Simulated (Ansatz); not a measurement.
**CH₈Al₂OSi: one species, many methods**

The task here is to estimate one member of a computed series from the others.

The runs use Ansatz 0.2.0, Gaussian basis; functionals in def2-TZVPP, the program's frozen cores in correlated methods.

The runs, in order: PBE-D4, r2SCAN-D4, PBE0-D4, B3LYP-D4, ωB97X-V, ωB97M-V, B2PLYP; CCSD(T)/def2-TZVPP; MP2/def2-QZVPP; extrapolation to the limit.

## The relaxed structure

An earlier PBE0-D4 in a triple-zeta def2 set relaxation fixed the geometry.

13 atoms, charge 0, spin multiplicity 1.

Atoms are counted from 1 here; the program's logs count them from 0.

Bond lengths: O1–Si2 1.725 Å, O1–Al5 2.008 Å, O1–H6 0.962 Å, Si2–C3 1.825 Å, Si2–H7 1.485 Å, Si2–H8 1.488 Å, C3–Al4 2.017 Å, C3–H9 1.094 Å, C3–H10 1.099 Å, Al4–Al5 2.571 Å, Al4–H11 1.598 Å, Al5–H12 1.601 Å, Al5–H13 1.602 Å. Angles: Si2–O1–Al5 127.5°, Si2–O1–H6 116.3°, Al5–O1–H6 115.6°, O1–Si2–C3 106.7°, O1–Si2–H7 106.4°, O1–Si2–H8 102.5°, C3–Si2–H7 112.6°, C3–Si2–H8 118.6°, H7–Si2–H8 108.9°, Si2–C3–Al4 110.4°, Si2–C3–H9 111.3°, Si2–C3–H10 110.4°, Al4–C3–H9 112.2°, Al4–C3–H10 104.9°, H9–C3–H10 107.5°, C3–Al4–Al5 102.1°, C3–Al4–H11 113.3°, Al5–Al4–H11 144.6° and more.

The first run:

Input file in.yaml:

```yaml
crystal:
  periodic: [false, false, false]
  atoms:
    - {symbol: O, position_ang: [0.563733, 1.232280, -0.237107]}
    - {symbol: Si, position_ang: [1.446059, -0.207546, 0.114977]}
    - {symbol: C, position_ang: [0.247776, -1.404072, 0.794618]}
    - {symbol: Al, position_ang: [-1.603383, -1.022728, 0.089320]}
    - {symbol: Al, position_ang: [-1.360755, 1.380617, -0.789896]}
    - {symbol: H, position_ang: [1.078813, 2.041744, -0.302132]}
    - {symbol: H, position_ang: [2.039856, -0.660000, -1.168883]}
    - {symbol: H, position_ang: [2.533958, 0.290341, 0.998906]}
    - {symbol: H, position_ang: [0.560135, -2.434152, 0.598807]}
    - {symbol: H, position_ang: [0.165221, -1.286178, 1.883913]}
    - {symbol: H, position_ang: [-2.617549, -2.241247, 0.286320]}
    - {symbol: H, position_ang: [-1.809133, 2.627693, 0.109140]}
    - {symbol: H, position_ang: [-1.224228, 1.648346, -2.363083]}
basis:
  gaussian: {orbitals: def2-TZVPP}
hamiltonian: {xc: pbe, dispersion: d4}
output: {forces: true, orbitals: {seedname: orbitals}}
```

Started as:

```console
> ansatz run in.yaml --threads 4 --pin off --events-out ev --progress --plain --max-ram 10444MiB
```

Steps of the session up to this table: PBE-D4 (GGA); r2SCAN-D4 (meta-GGA); PBE0-D4 (hybrid); B3LYP-D4 (hybrid); ωB97X-V (range-separated); ωB97M-V (range-separated); B2PLYP (double hybrid); CCSD(T) in def2-TZVPP; MP2 in def2-QZVPP.

One table of the session follows, with a row left open; its other results are not shown here.

```
            method  atomisation energy (eV)
            PBE-D4                   42.678
         r2SCAN-D4                   42.959
           PBE0-D4                   42.401
          B3LYP-D4                   42.644
           ωB97X-V                   43.123
           ωB97M-V                   42.920
            B2PLYP                   42.158
     HF/def2-TZVPP                   32.081
    MP2/def2-TZVPP                   42.116
   CCSD/def2-TZVPP                   41.418
CCSD(T)/def2-TZVPP                   41.905
           MP2/CBS                        ?
       CCSD(T)/CBS                   43.019
```

Q: Estimate the row for MP2/CBS from the others.

As computed: atomisation energy (eV): 43.230. In the column «atomisation energy (eV)» it is the highest.
